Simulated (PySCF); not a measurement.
# A gas-phase reaction: BH4NO2 + FH → BFH2O2 + H3N

Aim: the reaction energy of `NB(O)O` + `F` → `OB(O)F` + `N`.

Programs: PySCF 2.14.0. All values are calculated, for the isolated system unless a continuum is named. Atoms count from 0, parts from 1.

### Step 1. Starting point

Each species was relaxed by itself at PBE0-D3(BJ)/def2-SVPD.

### Step 2. Energies of the species: wB97M-D3(BJ)/def2-TZVPD

Job settings and geometry (Å):

```
{"job": {"kind": "react", "xc": "wB97M-D3(BJ)", "basis": "def2-TZVPD"}, "charge": 0, "multiplicity": 1}
-1 BH4NO2 charge 0 multiplicity 1
N      0.454990     0.851560    -0.638380
B     -0.026010    -0.163630     0.219420
O     -1.102480    -0.972790    -0.075160
O      0.610930    -0.360740     1.417070
H      0.062000     1.079540    -1.535980
H      1.246870     1.417960    -0.378080
H     -1.522340    -0.806310    -0.919420
H      0.210830    -1.070410     1.923690

-1 FH charge 0 multiplicity 1
F      0.458700     0.025830     0.024760
H     -0.458700    -0.025830    -0.024760

+1 BFH2O2 charge 0 multiplicity 1
O     -0.862880    -0.703700    -0.039550
B      0.065630     0.286360     0.011250
O      1.388860     0.023980     0.050280
F     -0.316250     1.569340     0.024010
H     -1.768120    -0.383640    -0.061950
H      1.589590    -0.914960     0.038640

+1 H3N charge 0 multiplicity 1
N      0.000610    -0.000390     0.284420
H      0.923860    -0.210850    -0.083240
H     -0.638480    -0.690180    -0.099800
H     -0.272440     0.902580    -0.092320
```

Level: wB97M-D3(BJ)/def2-TZVPD reaction energy of separated species, gas phase.

On the command line:

```bash
$ OMP_NUM_THREADS=1 python cluster_run.py task.json out
```

One launch serves the whole session: the jobs run in the order shown.

What it wrote:

```text
species 1 (BH4NO2)
coarse grid: 30552 points
cycle   1  E = -232.6295934408  dE =  5.726e-01  |g| = 8.493e-01  |ddm| = 2.028e+00
cycle   2  E = -232.6462077922  dE = -1.661e-02  |g| = 8.747e-01  |ddm| = 1.363e+00
cycle   3  E = -232.7669615006  dE = -1.208e-01  |g| = 5.151e-02  |ddm| = 6.398e-01
cycle   4  E = -232.7674478055  dE = -4.863e-04  |g| = 2.882e-02  |ddm| = 6.102e-02
cycle   5  E = -232.7676148627  dE = -1.671e-04  |g| = 8.024e-03  |ddm| = 2.352e-02
cycle   6  E = -232.7676292725  dE = -1.441e-05  |g| = 7.930e-04  |ddm| = 7.964e-03
cycle   7  E = -232.7676296470  dE = -3.745e-07  |g| = 2.817e-04  |ddm| = 2.087e-03
final grid: 66104 points
cycle   8  E = -232.7676043824  dE = -6.017e-08  |g| = 1.938e-04  |ddm| = 4.961e-03
cycle   9  E = -232.7676043848  dE = -2.418e-09  |g| = 1.939e-04  |ddm| = 7.212e-04
cycle  10  E = -232.7676043910  dE = -6.222e-09  |g| = 2.021e-05  |ddm| = 1.055e-04
cycle  11  E = -232.7676043912  dE = -1.585e-10  |g| = 1.039e-05  |ddm| = 7.084e-05
converged SCF energy = -232.7676043912

species 2 (FH)
coarse grid: 7776 points
cycle   1  E = -100.4688214089  dE = -9.408e-02  |g| = 4.644e-01  |ddm| = 6.197e-01
cycle   2  E = -100.4725024844  dE = -3.681e-03  |g| = 5.038e-01  |ddm| = 3.808e-01
cycle   3  E = -100.5053163534  dE = -3.281e-02  |g| = 2.574e-02  |ddm| = 1.678e-01
cycle   4  E = -100.5053923313  dE = -7.598e-05  |g| = 5.006e-03  |ddm| = 1.077e-02
cycle   5  E = -100.5053969724  dE = -4.641e-06  |g| = 4.334e-04  |ddm| = 3.766e-03
final grid: 16976 points
cycle   6  E = -100.5053932224  dE = -6.401e-08  |g| = 1.046e-04  |ddm| = 8.207e-04
cycle   7  E = -100.5053932258  dE = -3.453e-09  |g| = 7.847e-05  |ddm| = 2.169e-04
cycle   8  E = -100.5053932267  dE = -8.075e-10  |g| = 2.097e-05  |ddm| = 3.718e-05
converged SCF energy = -100.5053932267

species 3 (BFH2O2)
coarse grid: 25784 points
cycle   1  E = -276.5589712979  dE =  5.678e-01  |g| = 8.910e-01  |ddm| = 1.821e+00
cycle   2  E = -276.5814248326  dE = -2.245e-02  |g| = 9.037e-01  |ddm| = 1.097e+00
cycle   3  E = -276.7012561389  dE = -1.198e-01  |g| = 3.829e-02  |ddm| = 5.042e-01
cycle   4  E = -276.7016289638  dE = -3.728e-04  |g| = 1.339e-02  |ddm| = 4.797e-02
cycle   5  E = -276.7016659376  dE = -3.697e-05  |g| = 7.893e-03  |ddm| = 1.612e-02
cycle   6  E = -276.7016757489  dE = -9.811e-06  |g| = 1.453e-03  |ddm| = 4.358e-03
final grid: 55976 points
cycle   7  E = -276.7016388285  dE = -2.805e-07  |g| = 1.461e-03  |ddm| = 3.315e-03
cycle   8  E = -276.7016387793  dE =  4.916e-08  |g| = 1.651e-03  |ddm| = 1.343e-03
cycle   9  E = -276.7016391681  dE = -3.888e-07  |g| = 5.447e-05  |ddm| = 7.449e-04
cycle  10  E = -276.7016391704  dE = -2.356e-09  |g| = 2.046e-05  |ddm| = 1.675e-04
cycle  11  E = -276.7016391705  dE = -1.166e-10  |g| = 6.944e-06  |ddm| = 3.235e-05
converged SCF energy = -276.7016391705

species 4 (H3N)
coarse grid: 12536 points
cycle   1  E = -56.5694047974  dE = -1.294e-01  |g| = 3.023e-01  |ddm| = 1.089e+00
cycle   2  E = -56.5779586641  dE = -8.554e-03  |g| = 2.716e-01  |ddm| = 2.675e-01
cycle   3  E = -56.5918802424  dE = -1.392e-02  |g| = 2.124e-02  |ddm| = 1.115e-01
cycle   4  E = -56.5919858308  dE = -1.056e-04  |g| = 5.194e-03  |ddm| = 1.727e-02
cycle   5  E = -56.5919969670  dE = -1.114e-05  |g| = 7.323e-04  |ddm| = 8.711e-03
cycle   6  E = -56.5919973821  dE = -4.151e-07  |g| = 1.111e-04  |ddm| = 3.174e-03
final grid: 27112 points
cycle   7  E = -56.5919844753  dE = -1.745e-08  |g| = 6.548e-05  |ddm| = 8.917e-04
cycle   8  E = -56.5919844775  dE = -2.201e-09  |g| = 5.286e-05  |ddm| = 2.823e-04
cycle   9  E = -56.5919844782  dE = -6.797e-10  |g| = 1.264e-05  |ddm| = 5.625e-05
converged SCF energy = -56.5919844782

Reaction energy = -12.233 kcal/mol
```

It took 34 s on 1 thread of Arm Neoverse N1, shared host; peak memory 0.6 GiB.

Species by species (with the dispersion term, which the log's SCF energies lack):

```tsv
ν	species	energy (Eh)	HOMO (eV)
-1	NB(O)O	-232.77393	-10.14
-1	F	-100.50563	-14.54
+1	OB(O)F	-276.70549	-12.36
+1	N	-56.59358	-10.26
```

### Step 3. Reaction energy: PBE0-D3(BJ)/def2-TZVPD

The job, as its differences from that of step 2:

```diff
@@ -1,2 +1,2 @@
-{"job": {"kind": "react", "xc": "wB97M-D3(BJ)", "basis": "def2-TZVPD"}, "charge": 0, "multiplicity": 1}
+{"job": {"kind": "react", "xc": "PBE0", "basis": "def2-TZVPD", "disp": "d3bj"}, "charge": 0, "multiplicity": 1}
 -1 BH4NO2 charge 0 multiplicity 1
```

Method: PBE0-D3(BJ)/def2-TZVPD reaction energy of separated species, gas phase.

What it wrote:

```text
species 1 (BH4NO2)
coarse grid: 6800 points
cycle   1  E = -232.3074625894  dE =  5.257e-01  |g| = 9.209e-01  |ddm| = 2.055e+00
cycle   2  E = -232.1478146195  dE =  1.596e-01  |g| = 1.326e+00  |ddm| = 1.734e+00
cycle   3  E = -232.4605360165  dE = -3.127e-01  |g| = 7.900e-02  |ddm| = 1.099e+00
cycle   4  E = -232.4612277494  dE = -6.917e-04  |g| = 5.016e-02  |ddm| = 6.687e-02
cycle   5  E = -232.4617167411  dE = -4.890e-04  |g| = 5.367e-03  |ddm| = 2.551e-02
cycle   6  E = -232.4617218870  dE = -5.146e-06  |g| = 1.297e-03  |ddm| = 4.378e-03
final grid: 66104 points
cycle   7  E = -232.4548403293  dE = -5.444e-05  |g| = 7.507e-03  |ddm| = 8.769e-02
cycle   8  E = -232.4548275893  dE =  1.274e-05  |g| = 1.105e-02  |ddm| = 9.481e-03
cycle   9  E = -232.4548504968  dE = -2.291e-05  |g| = 4.247e-04  |ddm| = 5.823e-03
cycle  10  E = -232.4548505127  dE = -1.590e-08  |g| = 2.992e-04  |ddm| = 4.707e-04
cycle  11  E = -232.4548505281  dE = -1.545e-08  |g| = 3.072e-05  |ddm| = 1.981e-04
cycle  12  E = -232.4548505282  dE = -1.294e-10  |g| = 1.670e-05  |ddm| = 2.693e-05
converged SCF energy = -232.4548505282

species 2 (FH)
coarse grid: 1712 points
cycle   1  E = -100.3540839501  dE = -3.605e-02  |g| = 4.957e-01  |ddm| = 6.253e-01
cycle   2  E = -100.3145663912  dE =  3.952e-02  |g| = 7.430e-01  |ddm| = 5.125e-01
cycle   3  E = -100.3938061402  dE = -7.924e-02  |g| = 2.284e-02  |ddm| = 2.892e-01
cycle   4  E = -100.3938817040  dE = -7.556e-05  |g| = 4.205e-03  |ddm| = 9.787e-03
cycle   5  E = -100.3938836876  dE = -1.984e-06  |g| = 3.555e-04  |ddm| = 1.247e-03
final grid: 16976 points
cycle   6  E = -100.3948394488  dE = -1.853e-05  |g| = 3.984e-03  |ddm| = 7.462e-03
cycle   7  E = -100.3948375381  dE =  1.911e-06  |g| = 5.478e-03  |ddm| = 3.342e-03
cycle   8  E = -100.3948415972  dE = -4.059e-06  |g| = 9.970e-05  |ddm| = 2.006e-03
cycle   9  E = -100.3948415985  dE = -1.289e-09  |g| = 1.783e-05  |ddm| = 3.938e-05
cycle  10  E = -100.3948415985  dE = -4.822e-11  |g| = 3.050e-06  |ddm| = 1.027e-05
converged SCF energy = -100.3948415985

species 3 (BFH2O2)
coarse grid: 5584 points
cycle   1  E = -276.2084801430  dE =  5.503e-01  |g| = 9.340e-01  |ddm| = 1.862e+00
cycle   2  E = -276.0774858182  dE =  1.310e-01  |g| = 1.299e+00  |ddm| = 1.484e+00
cycle   3  E = -276.3532850135  dE = -2.758e-01  |g| = 5.320e-02  |ddm| = 9.269e-01
cycle   4  E = -276.3535664856  dE = -2.815e-04  |g| = 3.997e-02  |ddm| = 4.780e-02
cycle   5  E = -276.3537927721  dE = -2.263e-04  |g| = 5.698e-03  |ddm| = 1.925e-02
cycle   6  E = -276.3537977261  dE = -4.954e-06  |g| = 1.115e-03  |ddm| = 3.919e-03
final grid: 55976 points
cycle   7  E = -276.3541447332  dE = -8.588e-05  |g| = 6.652e-03  |ddm| = 8.886e-02
cycle   8  E = -276.3541365650  dE =  8.168e-06  |g| = 9.721e-03  |ddm| = 7.782e-03
cycle   9  E = -276.3541511686  dE = -1.460e-05  |g| = 3.368e-04  |ddm| = 5.071e-03
cycle  10  E = -276.3541511818  dE = -1.321e-08  |g| = 1.749e-04  |ddm| = 2.316e-04
cycle  11  E = -276.3541511863  dE = -4.478e-09  |g| = 2.868e-05  |ddm| = 9.075e-05
cycle  12  E = -276.3541511864  dE = -1.169e-10  |g| = 6.969e-06  |ddm| = 2.289e-05
converged SCF energy = -276.3541511864

species 4 (H3N)
coarse grid: 2928 points
cycle   1  E = -56.4895131245  dE = -9.631e-02  |g| = 3.707e-01  |ddm| = 1.101e+00
cycle   2  E = -56.4630920248  dE =  2.642e-02  |g| = 5.179e-01  |ddm| = 4.422e-01
cycle   3  E = -56.5201937801  dE = -5.710e-02  |g| = 1.575e-02  |ddm| = 2.483e-01
cycle   4  E = -56.5202422489  dE = -4.847e-05  |g| = 3.353e-03  |ddm| = 8.634e-03
cycle   5  E = -56.5202444197  dE = -2.171e-06  |g| = 3.221e-04  |ddm| = 2.235e-03
final grid: 27112 points
cycle   6  E = -56.5150255292  dE = -1.145e-05  |g| = 5.653e-03  |ddm| = 1.617e-02
cycle   7  E = -56.5150199980  dE =  5.531e-06  |g| = 7.737e-03  |ddm| = 5.832e-03
cycle   8  E = -56.5150319202  dE = -1.192e-05  |g| = 1.432e-04  |ddm| = 3.498e-03
cycle   9  E = -56.5150319247  dE = -4.523e-09  |g| = 3.176e-05  |ddm| = 9.483e-05
cycle  10  E = -56.5150319250  dE = -2.946e-10  |g| = 3.533e-06  |ddm| = 2.965e-05
converged SCF energy = -56.5150319250

Reaction energy = -11.731 kcal/mol
```

Wall time 18 s (1 thread of Arm Neoverse N1, shared host); peak memory 0.58 GiB.

Reaction energy at this level: -11.73 kcal/mol.

### Step 4. Energies of the species: MP2/def2-TZVPD

The job, as its differences from that of step 3:

```diff
@@ -1,2 +1,2 @@
-{"job": {"kind": "react", "xc": "PBE0", "basis": "def2-TZVPD", "disp": "d3bj"}, "charge": 0, "multiplicity": 1}
+{"job": {"kind": "react", "xc": "MP2", "basis": "def2-TZVPD"}, "charge": 0, "multiplicity": 1}
 -1 BH4NO2 charge 0 multiplicity 1
```

Level: MP2/def2-TZVPD reaction energy of separated species, gas phase.

What it wrote:

```text
species 1 (BH4NO2)
final grid: 66104 points
cycle   1  E = -231.3636991502  dE =  5.825e-01  |g| = 6.517e-01  |ddm| = 1.956e+00
cycle   2  E = -231.4323032786  dE = -6.860e-02  |g| = 3.499e-01  |ddm| = 7.798e-01
cycle   3  E = -231.4517195204  dE = -1.942e-02  |g| = 5.394e-02  |ddm| = 2.491e-01
cycle   4  E = -231.4525073906  dE = -7.879e-04  |g| = 1.031e-02  |ddm| = 6.530e-02
cycle   5  E = -231.4525424407  dE = -3.505e-05  |g| = 3.591e-03  |ddm| = 1.850e-02
cycle   6  E = -231.4525457014  dE = -3.261e-06  |g| = 8.195e-04  |ddm| = 5.366e-03
cycle   7  E = -231.4525459995  dE = -2.980e-07  |g| = 1.758e-04  |ddm| = 2.265e-03
cycle   8  E = -231.4525460159  dE = -1.647e-08  |g| = 4.439e-05  |ddm| = 5.090e-04
cycle   9  E = -231.4525460167  dE = -7.335e-10  |g| = 1.832e-05  |ddm| = 6.246e-05
converged SCF energy = -231.4525460167

species 2 (FH)
final grid: 16976 points
cycle   1  E = -100.0371201836  dE = -1.649e-01  |g| = 4.007e-01  |ddm| = 6.032e-01
cycle   2  E = -100.0578878278  dE = -2.077e-02  |g| = 2.336e-01  |ddm| = 2.533e-01
cycle   3  E = -100.0646341771  dE = -6.746e-03  |g| = 2.356e-02  |ddm| = 8.091e-02
cycle   4  E = -100.0647516048  dE = -1.174e-04  |g| = 6.199e-03  |ddm| = 1.253e-02
cycle   5  E = -100.0647673164  dE = -1.571e-05  |g| = 1.459e-03  |ddm| = 5.121e-03
cycle   6  E = -100.0647685894  dE = -1.273e-06  |g| = 2.290e-04  |ddm| = 1.848e-03
cycle   7  E = -100.0647686237  dE = -3.438e-08  |g| = 1.958e-05  |ddm| = 4.211e-04
cycle   8  E = -100.0647686239  dE = -1.844e-10  |g| = 2.360e-06  |ddm| = 2.495e-05
converged SCF energy = -100.0647686239

species 3 (BFH2O2)
final grid: 55976 points
cycle   1  E = -275.2282997039  dE =  5.370e-01  |g| = 7.091e-01  |ddm| = 1.740e+00
cycle   2  E = -275.3022624676  dE = -7.396e-02  |g| = 3.745e-01  |ddm| = 6.349e-01
cycle   3  E = -275.3226653089  dE = -2.040e-02  |g| = 4.761e-02  |ddm| = 2.074e-01
cycle   4  E = -275.3232755526  dE = -6.102e-04  |g| = 9.106e-03  |ddm| = 5.402e-02
cycle   5  E = -275.3233072619  dE = -3.171e-05  |g| = 2.182e-03  |ddm| = 1.674e-02
cycle   6  E = -275.3233093311  dE = -2.069e-06  |g| = 8.878e-04  |ddm| = 4.504e-03
cycle   7  E = -275.3233095685  dE = -2.374e-07  |g| = 2.822e-04  |ddm| = 1.383e-03
cycle   8  E = -275.3233095964  dE = -2.797e-08  |g| = 7.268e-05  |ddm| = 4.326e-04
cycle   9  E = -275.3233095987  dE = -2.283e-09  |g| = 1.467e-05  |ddm| = 1.195e-04
cycle  10  E = -275.3233095988  dE = -1.135e-10  |g| = 4.399e-06  |ddm| = 3.025e-05
converged SCF energy = -275.3233095988

species 4 (H3N)
final grid: 27112 points
cycle   1  E = -56.2058952613  dE = -1.621e-01  |g| = 2.298e-01  |ddm| = 1.073e+00
cycle   2  E = -56.2178846274  dE = -1.199e-02  |g| = 7.796e-02  |ddm| = 1.404e-01
cycle   3  E = -56.2190898697  dE = -1.205e-03  |g| = 2.444e-02  |ddm| = 4.020e-02
cycle   4  E = -56.2192491882  dE = -1.593e-04  |g| = 5.225e-03  |ddm| = 1.749e-02
cycle   5  E = -56.2192633151  dE = -1.413e-05  |g| = 1.112e-03  |ddm| = 7.204e-03
cycle   6  E = -56.2192645341  dE = -1.219e-06  |g| = 2.934e-04  |ddm| = 3.286e-03
cycle   7  E = -56.2192646288  dE = -9.465e-08  |g| = 4.961e-05  |ddm| = 9.840e-04
cycle   8  E = -56.2192646309  dE = -2.081e-09  |g| = 4.564e-06  |ddm| = 1.082e-04
cycle   9  E = -56.2192646309  dE = -1.410e-11  |g| = 5.842e-07  |ddm| = 2.273e-05
converged SCF energy = -56.2192646309

Reaction energy = -11.528 kcal/mol
```

Wall time 6.9 s (1 thread of Arm Neoverse N1, shared host); peak memory 0.41 GiB.

Reaction energy at this level: -11.53 kcal/mol.

### Step 5. Comparing the runs

Energies in kcal/mol, with wall time:

```tsv
run	reaction	time
wB97M-D3(BJ)/def2-TZVPD	-12.23	34 s
PBE0-D3(BJ)/def2-TZVPD	-11.73	18 s
MP2/def2-TZVPD	-11.53	6.9 s
```

### Step 6. Outcome

| quantity | value |
| --- | --- |
| reaction energy (wB97M-D3(BJ)/def2-TZVPD) | -12.23 kcal/mol |
| ΔH, ΔG at 298 K (xTB thermal terms) | -11.3, -11.8 kcal/mol |
| range of the reaction energy over the runs of this table | -12.23 to -11.53 kcal/mol |

The reaction is exothermic by 11.3 kcal/mol in the gas phase; dispersion gives +0.71, and xTB itself gave -18.38 for the electronic energy (xTB energies and thermal terms come from the earlier relaxation of each species, not shown). No barrier was sought. The reaction energy runs from -12.23 (wB97M-D3(BJ)/def2-TZVPD) to -11.53 kcal/mol (MP2/def2-TZVPD).
